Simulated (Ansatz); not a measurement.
# C2H4FGa: a ladder of functionals and wavefunction methods

How much do the methods differ for C2H4FGa? The plan is to run it at one geometry with functionals of several rungs and with coupled cluster. The yardstick is the atomisation energy at the CCSD(T) limit.

The runs use Ansatz 0.2.0, Gaussian basis; functionals in def2-TZVPP, the program's frozen cores in correlated methods.

The runs, in order: LDA (SPW92), PBE-D4, revPBE-D4, BLYP-D4, r2SCAN-D4, B97M-V, PBE0-D4, B3LYP-D4, r2SCANh-D4, r2SCAN0-D4, HSE06-D4, BHLYP-D4, CAM-B3LYP-D4, LC-ωPBE, ωB97X-V, ωB97M-V, B2PLYP, PBE-QIDH; CCSD(T)/def2-SVP; CCSD(T)/def2-TZVPP; MP2/def2-QZVPP; extrapolation to the limit; RPA on PBE.

## (1) The geometry

An earlier PBE0-D4 in a triple-zeta def2 set relaxation fixed the geometry.

SMILES `C=[C](F)[GaH2]`, 8 atoms, charge 0, spin multiplicity 1.

Atoms are counted from 1 here; the program's logs count them from 0.

Bond lengths: C1–C2 1.328 Å, C1–H5 1.082 Å, C1–H6 1.086 Å, C2–F3 1.355 Å, C2–Ga4 1.966 Å, Ga4–H7 1.562 Å, Ga4–H8 1.566 Å. Angles: C2–C1–H5 119.4°, C2–C1–H6 122.0°, H5–C1–H6 118.5°, C1–C2–F3 118.0°, C1–C2–Ga4 124.3°, F3–C2–Ga4 117.7°, C2–Ga4–H7 120.4°, C2–Ga4–H8 115.9°, H7–Ga4–H8 123.7°.

## (2) LDA

This LDA is Slater exchange with PW92 correlation.

The input, in.yaml:

```yaml
crystal:
  periodic: [false, false, false]
  atoms:
    - {symbol: C, position_ang: [1.044554, 0.794106, 0.556938]}
    - {symbol: C, position_ang: [0.050901, 0.547174, -0.289316]}
    - {symbol: F, position_ang: [-0.263374, 1.501134, -1.198255]}
    - {symbol: Ga, position_ang: [-0.997812, -1.115878, -0.309752]}
    - {symbol: H, position_ang: [1.314311, 0.047488, 1.292515]}
    - {symbol: H, position_ang: [1.600311, 1.726637, 0.536167]}
    - {symbol: H, position_ang: [-2.149426, -1.311885, -1.347030]}
    - {symbol: H, position_ang: [-0.599465, -2.188785, 0.758744]}
basis:
  gaussian: {orbitals: def2-TZVPP}
hamiltonian: {xc: lda}
output: {orbitals: {seedname: orbitals}}
```

Run with:

```console
$ ansatz run in.yaml --threads 2 --pin off --events-out ev --progress --plain --max-ram 4352MiB
```

The runs that follow: PBE-D4 (GGA); revPBE-D4 (GGA); BLYP-D4 (GGA); r2SCAN-D4 (meta-GGA); B97M-V (meta-GGA); B3LYP-D4 (hybrid); r2SCANh-D4 (hybrid); r2SCAN0-D4 (hybrid); HSE06-D4 (hybrid); BHLYP-D4 (hybrid); CAM-B3LYP-D4 (range-separated); LC-ωPBE (range-separated); ωB97X-V (range-separated); ωB97M-V (range-separated); B2PLYP (double hybrid); PBE-QIDH (double hybrid); CCSD(T) in def2-SVP; CCSD(T) in def2-TZVPP; MP2 in def2-QZVPP; RPA on PBE orbitals.

Before running them: what should the planned runs give, taken together? Wanted: atomisation energy, CCSD(T)/CBS; farthest beyond LDA; mean size of error, GGA; mean size of error, meta-GGA; mean size of error, hybrid; mean size of error, range-separated; mean size of error, double hybrid; gap, smallest and largest; T1 diagnostic.

As calculated:

| quantity | value |
| --- | --- |
| atomisation energy, CCSD(T)/CBS | 2754.7 kJ/mol |
| functionals within 27.5 kJ/mol (1.0 %) | revPBE-D4, BLYP-D4, r2SCAN-D4, B97M-V, PBE0-D4, B3LYP-D4, r2SCANh-D4, HSE06-D4, CAM-B3LYP-D4, LC-ωPBE, ωB97X-V, ωB97M-V, PBE-QIDH |
| farthest beyond LDA | BHLYP-D4 (-101.9 kJ/mol) |
| mean size of error, GGA | 28.9 kJ/mol |
| mean size of error, meta-GGA | 14.2 kJ/mol |
| mean size of error, hybrid | 28.7 kJ/mol |
| mean size of error, range-separated | 5.3 kJ/mol |
| mean size of error, double hybrid | 23.0 kJ/mol |
| gap, smallest and largest | 3.74 eV (BLYP-D4), 10.59 eV (LC-ωPBE) |
| T1 diagnostic | 0.0133 |
| triples share of the correlation energy | 3.8 % |

In words: LDA overbinds by 435.7 kJ/mol (16 %). PBE-D4 is off by +63.8 kJ/mol. Double hybrids carry the basis error of their MP2 part in triple zeta, and no dispersion term here, so their miss is partly the set-up's. The rungs range-separated, meta-GGA, double hybrid miss on average by less than the doubt on the reference (27.5 kJ/mol), so they tie. Misses under about 27.5 kJ/mol are within the doubt on the reference itself, which lacks core-valence correlation, relativity and higher excitations, and its outer-core shells are covered unevenly. Hartree-Fock recovers 72 % of the binding; the rest is correlation. CCSD(T) in def2-SVP is off by -129.4 kJ/mol, which most functionals beat. The gap grows from 3.7 to 10.6 eV across the functionals, mostly with the share of exact exchange. Correlated methods include outer-core shells of Ga, which these sets cover unevenly.
